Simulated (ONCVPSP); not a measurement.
# Pseudopotential generation for tellurium: ONCV, PBE

Task: generate the file, and judge it by its errors in other configurations, its logarithmic derivatives, its ghosts and its cutoff.

Program: ONCVPSP 4.0.1.1 (patched build). Reference atom: PBE, scalar-relativistic, spherical and spin-unpolarised. All values are calculated.

## Step 1: Starting point

Typed settings, in words:

| Property | Result |
| --- | --- |
| element | tellurium (Te, Z = 52) |
| type | optimised norm-conserving Vanderbilt (ONCV) |
| frozen core | [Kr] |
| valence charge | 16 |
| reference configuration | 4d10 5s1 5p5 |
| partial waves | 5s: rc 1.60 bohr, ncon 5, nbas 9, qcut 3.3 1/bohr, 2 projectors, debl 0.9 Ha; 5p: rc 2.15 bohr, ncon 4, nbas 7, qcut 3.8 1/bohr, 2 projectors, debl 1.1 Ha; 4d: rc 1.20 bohr, ncon 3, nbas 8, qcut 13.3 1/bohr, 1 projector |
| local potential | polynomial inside 0.80 bohr (lpopt 5, dvloc0 3 Ha) |
| core correction | polynomial model core, fcfact 0.35 |

The nodes and maxima of the atom's own shells, from an earlier all-electron run, set the scale for the radii.

All-electron outer shells of the reference configuration (PBE, scalar-relativistic, ld1.x):

```
shell  level (eV)  outermost node (bohr)  outermost maximum (bohr)
   4s     -165.80                   0.38                      0.70
   4p     -115.81                   0.38                      0.74
   4d      -43.00                   0.36                      0.81
   5s      -15.86                   0.91                      1.77
   5p       -6.50                   1.00                      2.14
```

## Step 2: Generating the potential

Te.dat

```
# ATOM AND REFERENCE CONFIGURATION
# atsym  z   nc   nv     iexc    psfile
  Te 52.00    8    3        4      upf
#
#   n    l    f
    1    0    2.00
    2    0    2.00
    2    1    6.00
    3    0    2.00
    3    1    6.00
    3    2   10.00
    4    0    2.00
    4    1    6.00
    4    2   10.00
    5    0    1.00
    5    1    5.00
#
# PSEUDOPOTENTIAL AND OPTIMIZATION
# lmax
    2
#
#   l,   rc,      ep,       ncon, nbas, qcut
    0    1.60    0.00    5    9    3.30
    1    2.15    0.00    4    7    3.80
    2    1.20    0.00    3    8   13.30
#
# LOCAL POTENTIAL
# lloc, lpopt,  rc(5),   dvloc0
    4    5    0.80    3.00
#
# VANDERBILT-KLEINMAN-BYLANDER PROJECTORs
# l, nproj, debl
    0    2    0.90
    1    2    1.10
    2    1    0.60
#
# MODEL CORE CHARGE
# icmod, fcfact, rcfact
    1    0.35    0.00
#
# LOG DERIVATIVE ANALYSIS
# epsh1, epsh2, depsh
   -3.00    5.00    0.02
#
# OUTPUT GRID
# rlmax, drl
    6.00    0.01
#
# TEST CONFIGURATIONS
# ncnf
    4
# nvcnf
#   n    l    f
    3
    4    2   10.00
    5    0    2.00
    5    1    4.00
#
    3
    4    2   10.00
    5    0    2.00
    5    1    3.00
#
    3
    4    2   10.00
    5    0    2.00
    5    1    2.00
#
    3
    4    2    9.00
    5    0    2.00
    5    1    5.00
#
```

Launch:

```sh
$ oncvpsp.x < Te.dat > Te.out
```

What does the calculation give? Wanted: cutoffs for 1 and 0.1 mHa per electron, occupied waves; bound ghosts; GHOST(+) flags; largest test error; largest phase difference near zero energy, channels read; rms error of d²Exc/dn², without and with the model core.

The runs gave:

```
                                                quantity                             value
  cutoffs for 1 and 0.1 mHa per electron, occupied waves                   75 Ha and 91 Ha
                                            bound ghosts  s at -144.78 eV, p at -128.34 eV
                                          GHOST(+) flags         s at 226 eV, s at 2479 eV
                            largest test error (AE − PS)         -327 meV, for 4d9 5s2 5p5
largest phase difference near zero energy, channels read                         0.002 rad
 rms error of d²Exc/dn², without and with the model core                 5.01 and 0.74 mHa
```

**Reading.** A bound ghost (s, p) makes it unfit for use: electrons can fall into a state that the atom doesn't have. The worst unpolarised test, 4d9 5s2 5p5, is off by 327 meV on 29.0 eV; by total energies transferability rates as poor. By its cutoff, 75 Ha for the looser tolerance, it is very hard. At the looser tolerance the 5s wave is the slowest; 4d needs 53 Ha. Near zero energy the phases of the channels with partial waves agree within 0.002 rad. The program also flags highly localised states, GHOST(+) (s).
